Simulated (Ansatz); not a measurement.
# CH6GeOS: small, medium and large basis sets

Aim: see how fast density functionals converge with the basis set for CH6GeOS.

Computed with Ansatz 0.2.0, Gaussian basis. Level: one geometry, several basis sets.

The runs, in order: PBE0-D4/def2-SVP; ωB97M-V/def2-SVP; PBE0-D4/def2-QZVPP; ωB97M-V/def2-QZVPP; the functionals' def2-TZVPP values are taken from earlier runs.

## Step 1: The relaxed structure

An earlier PBE0-D4 in a triple-zeta def2 set relaxation fixed the geometry.

10 atoms, charge 0, spin multiplicity 1.

Atoms are counted from 1 here; the program's logs count them from 0.

Bond lengths: C1–O2 1.408 Å, C1–H5 1.098 Å, C1–H6 1.099 Å, C1–H7 1.092 Å, O2–Ge3 1.779 Å, Ge3–S4 2.202 Å, Ge3–H8 1.541 Å, Ge3–H9 1.538 Å, S4–H10 1.343 Å. Angles: O2–C1–H5 112.2°, O2–C1–H6 112.3°, O2–C1–H7 107.9°, H5–C1–H6 108.2°, H5–C1–H7 108.0°, H6–C1–H7 108.0°, C1–O2–Ge3 117.6°, O2–Ge3–S4 107.3°, O2–Ge3–H8 107.5°, O2–Ge3–H9 110.3°, S4–Ge3–H8 112.2°, S4–Ge3–H9 107.1°, H8–Ge3–H9 112.4°, Ge3–S4–H10 93.9°.

Coordinates:

```xyz
10
CH6GeOS
C     0.4380    1.5613    0.4986
O     0.7706    0.2131    0.2670
Ge   -0.4031   -0.7828   -0.6240
S     0.3277   -2.8591   -0.5703
H     0.3947    2.1430   -0.4317
H    -0.5245    1.6708    1.0171
H     1.2144    1.9950    1.1328
H    -1.7687   -0.6267    0.0733
H    -0.4485   -0.3581   -2.1017
H     0.0825   -3.0075    0.7419
```

## Step 2: PBE0-D4 in def2-SVP

in.yaml reads:

```yaml
crystal:
  periodic: [false, false, false]
  atoms:
    - {symbol: C, position_ang: [0.437999, 1.561279, 0.498633]}
    - {symbol: O, position_ang: [0.770571, 0.213056, 0.266961]}
    - {symbol: Ge, position_ang: [-0.403094, -0.782832, -0.624021]}
    - {symbol: S, position_ang: [0.327669, -2.859060, -0.570282]}
    - {symbol: H, position_ang: [0.394710, 2.143035, -0.431728]}
    - {symbol: H, position_ang: [-0.524539, 1.670760, 1.017097]}
    - {symbol: H, position_ang: [1.214449, 1.994954, 1.132809]}
    - {symbol: H, position_ang: [-1.768663, -0.626699, 0.073273]}
    - {symbol: H, position_ang: [-0.448543, -0.358073, -2.101686]}
    - {symbol: H, position_ang: [0.082541, -3.007518, 0.741945]}
basis:
  gaussian: {orbitals: def2-SVP}
hamiltonian: {xc: pbe0, dispersion: d4}
output: {orbitals: {seedname: orbitals}}
```

Further steps of the session: ωB97M-V in def2-SVP; PBE0-D4 in def2-QZVPP; ωB97M-V in def2-QZVPP.

Before running them: what should the planned runs give, taken together? Wanted: PBE0-D4: double and triple zeta above quadruple; ωB97M-V: double and triple zeta above quadruple.

The runs gave:

| quantity | value |
| --- | --- |
| PBE0-D4: double and triple zeta above quadruple | 16.44, 1.75 eV |
| ωB97M-V: double and triple zeta above quadruple | 16.49, 1.70 eV |

In words: For PBE0-D4 the step from double to triple zeta gains 14.69 eV and the next only 1.75 eV. Total energies overstate the basis error of differences, where much of it tends to cancel. The LUMO of ωB97M-V is positive and keeps falling with the basis (2.52 to 1.51 eV): an unbound level that the basis holds in place.
